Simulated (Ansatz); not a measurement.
# H4NOSb: the cost of one run

Program: Ansatz 0.2.0. Level of theory: RKS PBE/def2-SVPD. These are calculated values, not measurements.

### 1 The structure to begin with

Bond lengths: N1–Sb2 2.055 Å, Sb2–O3 2.007 Å, N1–H4 0.989 Å, N1–H5 1.101 Å, Sb2–H6 1.777 Å, O3–H7 1.044 Å. Angles: N1–Sb2–O3 89.3°, N1–Sb2–H6 91.6°, O3–Sb2–H6 92.5°, Sb2–N1–H4 108.8°, Sb2–N1–H5 107.0°, H4–N1–H5 105.0°, Sb2–O3–H7 104.9°.

Structure file:

```xyz
7

N    -0.8905    0.3214   -0.9241
Sb   -0.1288    0.0505    0.9652
O     1.2036   -1.2499    0.2159
H    -1.4627   -0.4530   -1.1506
H    -1.5782    1.1797   -0.8743
H     0.9826    1.4229    0.7671
H     1.9353   -1.3396    0.9552
```

### 2 End point A

input.yaml

```yaml
crystal:
  periodic: [false, false, false]
  atoms:
    - { symbol: "N", position_ang: [-0.8905, 0.3214, -0.9241] }
    - { symbol: Sb, position_ang: [-0.1288, 0.0505, 0.9652] }
    - { symbol: O, position_ang: [1.2036, -1.2499, 0.2159] }
    - { symbol: H, position_ang: [-1.4627, -0.453, -1.1506] }
    - { symbol: H, position_ang: [-1.5782, 1.1797, -0.8743] }
    - { symbol: H, position_ang: [0.9826, 1.4229, 0.7671] }
    - { symbol: H, position_ang: [1.9353, -1.3396, 0.9552] }
basis:
  gaussian: { orbitals: def2-SVPD }
hamiltonian:
  xc: pbe
relax:
  f_tol: 0.015
  max_steps: 40
```

Run with:

```sh
ansatz run input.yaml --threads 2 --pin off --max-ram 3072MiB --backend cpu --events-out ev --progress --plain --runs-dir out
```

Q: Estimate wall time and peak memory on 2 threads of Intel Xeon Platinum 8488C (Sapphire Rapids), shared host.

About 30 s, with a peak of 0.15 GiB.
